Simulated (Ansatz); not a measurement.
**C2H3AlBrF: harmonic frequencies at the relaxed geometry from a Python script**

At which frequencies does C2H3AlBrF vibrate? Aim: harmonic frequencies at the relaxed geometry, for C2H3AlBrF, run from a script. SMILES: [F][AlH][CH]=CBr.

Computed with Ansatz 0.2.0, driven from Python. Level of theory: PBE0/def2-SVP.

### 1 Starting point

Bond lengths: F1–Al2 1.743 Å, Al2–C3 1.959 Å, C3–C4 1.304 Å, C4–Br5 1.876 Å, Al2–H6 1.602 Å, C3–H7 1.146 Å, C4–H8 1.120 Å. Angles: F1–Al2–C3 118.5°, F1–Al2–H6 120.6°, C3–Al2–H6 120.9°, Al2–C3–C4 126.5°, Al2–C3–H7 117.6°, C4–C3–H7 115.9°, C3–C4–Br5 126.4°, C3–C4–H8 116.0°, Br5–C4–H8 117.5°.

No structure file is read: the coordinates are typed or built in the script.

### 2 The script

c2h3albrf_freq.py

```python
# -*- coding: utf-8 -*-
"""Vibrations of C2H3AlBrF."""

import itertools
import warnings

import ansatz as az
from ase.data import atomic_numbers, covalent_radii
import numpy as np

BASIS = "def2-SVP"
XC = "pbe0"


def main():
    warnings.simplefilter("ignore", az.DeckWarning)

    geometry_ang = [
        ("F", (-2.4032, 0.8395, 0.5961)),
        ("Al", (-0.7892, 0.6324, 1.2199)),
        ("C", (0.5722, -0.1537, 0.0502)),
        ("C", (0.416, -0.5044, -1.1965)),
        ("Br", (1.7135, -1.2852, -2.3042)),
        ("H", (-0.4319, 1.0693, 2.7194)),
        ("H", (1.6261, -0.2906, 0.4802)),
        ("H", (-0.6112, -0.3644, -1.6209)),
    ]
    c2h3albrf = az.Crystal.molecule()
    for symbol, xyz in geometry_ang:
        c2h3albrf = c2h3albrf.atom(symbol, xyz)

    calculation = (
        c2h3albrf.calculation()
        .basis(gaussian=BASIS)
        .functional(XC)
    )
    symbols = [site.symbol for site in c2h3albrf.cartesian_sites]
    start = np.array([site.position_ang for site in c2h3albrf.cartesian_sites], dtype=float)
    report = calculation.relax(force_tolerance=0.003).run().report
    end = np.array(report["positions_ang"])

    # pairs closer than 1.2 times the sum of covalent radii, before or after
    radius = [covalent_radii[atomic_numbers[s]] for s in symbols]
    span = lambda where, i, j: np.linalg.norm(where[i] - where[j])
    bonded = [(i, j) for i, j in itertools.combinations(range(len(symbols)), 2) if min(span(start, i, j), span(end, i, j)) < 1.2 * (radius[i] + radius[j])]
    print("pair        before    after (A)")
    for i, j in bonded:
        print(f"{symbols[i]}{i}-{symbols[j]}{j}".ljust(10), f"{span(start, i, j):8.4f} {span(end, i, j):8.4f}")

    # same settings at the minimum
    minimum = az.Crystal.molecule()
    for symbol, place in zip(symbols, end):
        minimum = minimum.atom(symbol, place.tolist())
    vibrating = (
        minimum.calculation()
        .basis(gaussian=BASIS)
        .functional(XC)
        .phonons(temperatures=(298.15, 498.15, 100))
    )
    vib = vibrating.run().report["vibrations"]
    sums = vib["harmonic_sums"]
    modes = [m["omega_inv_cm"] for m in sums["modes_at_gamma"] if m["rigid_motion"] == "no"]
    print("frequencies (1/cm):", " ".join(f"{w:.0f}" for w in modes))
    print("imaginary modes:", sum(w < 0 for w in modes), " zero-point energy:", round(sums["zero_point_energy_ev"], 4), "eV")
    print("T (K)   F_vib (eV)   S_vib (meV/K)   C_vib (meV/K)")
    for row in zip(sums["temperatures_k"], sums["vibrational_free_energy_ev"], vib["entropy_ev_per_k"], vib["heat_capacity_ev_per_k"]):
        print(f"{row[0]:6.1f} {row[1]:11.4f} {1000 * row[2]:13.4f} {1000 * row[3]:15.4f}")


if __name__ == "__main__":
    main()
```

### 3 What the engine is handed

The engine receives this input (first run):

```yaml
crystal:
  periodic: [false, false, false]
  atoms:
    - { symbol: F, position_ang: [-2.4032, 0.8395, 0.5961] }
    - { symbol: Al, position_ang: [-0.7892, 0.6324, 1.2199] }
    - { symbol: C, position_ang: [0.5722, -0.1537, 0.0502] }
    - { symbol: C, position_ang: [0.416, -0.5044, -1.1965] }
    - { symbol: Br, position_ang: [1.7135, -1.2852, -2.3042] }
    - { symbol: H, position_ang: [-0.4319, 1.0693, 2.7194] }
    - { symbol: H, position_ang: [1.6261, -0.2906, 0.4802] }
    - { symbol: H, position_ang: [-0.6112, -0.3644, -1.6209] }
basis:
  gaussian:
    orbitals: def2-SVP
hamiltonian:
  xc: pbe0
relax:
  f_tol: 0.003
```

### 4 Running it

Command:

```console
$ python c2h3albrf_freq.py
```

**Question.** What results will this script give? Wanted: moves of the relaxation of run 1; energy gained in run 1; last largest force component of run 1; highest frequency; imaginary modes; zero-point energy.

**Answer**, as computed:

| quantity | value |
| --- | --- |
| runs compared | 2 |
| moves of the relaxation of run 1 | 10 |
| energy gained in run 1 | 0.258 eV |
| last largest force component of run 1 | 0.0015 eV/Å |
| highest frequency | 3211 cm⁻¹ |
| imaginary modes | 0 |
| zero-point energy | 1.148 eV |

In words: Run 1: The relaxation took 10 moves; the largest shift is 0.231 Å, of atom 1 (F). All frequencies are real, so the geometry is a minimum. The values are harmonic; measured fundamentals also hold anharmonic shifts, mostly downward for stretches. The frequencies are harmonic and unscaled, in a modest basis. The result belongs to the one conformer reached from this start, and soft torsions count as harmonic oscillators.
